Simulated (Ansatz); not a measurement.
# CH2FNOSi: basis-set convergence

One table from this session's results is given with a row withheld; the runs are named, their logs left out.

The runs use Ansatz 0.2.0, Gaussian basis; one geometry, several basis sets.

Plan: PBE0-D4/def2-SVP; ωB97M-V/def2-SVP; PBE0-D4/def2-QZVPP; ωB97M-V/def2-QZVPP; the functionals' def2-TZVPP values are taken from earlier runs.

## The geometry

All runs share one geometry, relaxed beforehand with PBE0-D4 in a triple-zeta def2 set.

SMILES `O=C1N[SiH]1F`, 7 atoms, charge 0, spin multiplicity 1.

Atoms are counted from 1 here; the program's logs count them from 0.

Bond lengths: O1–C2 1.192 Å, C2–N3 1.380 Å, C2–Si4 1.849 Å, N3–Si4 1.714 Å, N3–H6 1.014 Å, Si4–F5 1.587 Å, Si4–H7 1.477 Å. Angles: O1–C2–N3 135.4°, O1–C2–Si4 162.4°, N3–C2–Si4 62.1°, C2–N3–Si4 72.5°, C2–N3–H6 129.7°, Si4–N3–H6 157.8°, C2–Si4–N3 45.4°, C2–Si4–F5 124.2°, C2–Si4–H7 129.1°, N3–Si4–F5 117.8°, N3–Si4–H7 119.6°, F5–Si4–H7 105.8°.

Geometry (Å):

```xyz
7
CH2FNOSi
O     0.1415   -1.8471    1.3430
C     0.0999   -0.9029    0.6165
N    -0.3001    0.4121    0.7360
Si    0.2354    0.1810   -0.8755
F    -0.8485    0.2434   -2.0329
H    -0.6680    0.9064    1.5409
H     1.4010    0.9390   -1.3737
```

Set-up of the first run:

The input, in.yaml:

```yaml
crystal:
  periodic: [false, false, false]
  atoms:
    - {symbol: O, position_ang: [0.141541, -1.847054, 1.342969]}
    - {symbol: C, position_ang: [0.099865, -0.902902, 0.616529]}
    - {symbol: N, position_ang: [-0.300123, 0.412099, 0.736029]}
    - {symbol: Si, position_ang: [0.235371, 0.180974, -0.875533]}
    - {symbol: F, position_ang: [-0.848475, 0.243384, -2.032895]}
    - {symbol: H, position_ang: [-0.668044, 0.906388, 1.540893]}
    - {symbol: H, position_ang: [1.400963, 0.939011, -1.373691]}
basis:
  gaussian: {orbitals: def2-SVP}
hamiltonian: {xc: pbe0, dispersion: d4}
output: {orbitals: {seedname: orbitals}}
```

The run is started by

```console
> ansatz run in.yaml --threads 2 --pin off --events-out ev --progress --plain --max-ram 4352MiB
```

Among the steps run: PBE0-D4 in def2-SVP; ωB97M-V in def2-SVP; PBE0-D4 in def2-QZVPP; ωB97M-V in def2-QZVPP.

One table of the session follows, with a row left open; its other results are not shown here.

It belongs to the step «Functionals by basis». 

| functional | basis | HOMO (eV) |
| --- | --- | --- |
| PBE0-D4 | def2-SVP | ? |
| PBE0-D4 | def2-TZVPP | -7.15 |
| PBE0-D4 | def2-QZVPP | -7.19 |
| ωB97M-V | def2-SVP | -9.17 |
| ωB97M-V | def2-TZVPP | -9.34 |
| ωB97M-V | def2-QZVPP | -9.38 |

Q: Estimate the row for PBE0-D4, def2-SVP from the others.

The run gave: HOMO (eV): -7.01. In the column «HOMO (eV)» it is the highest.
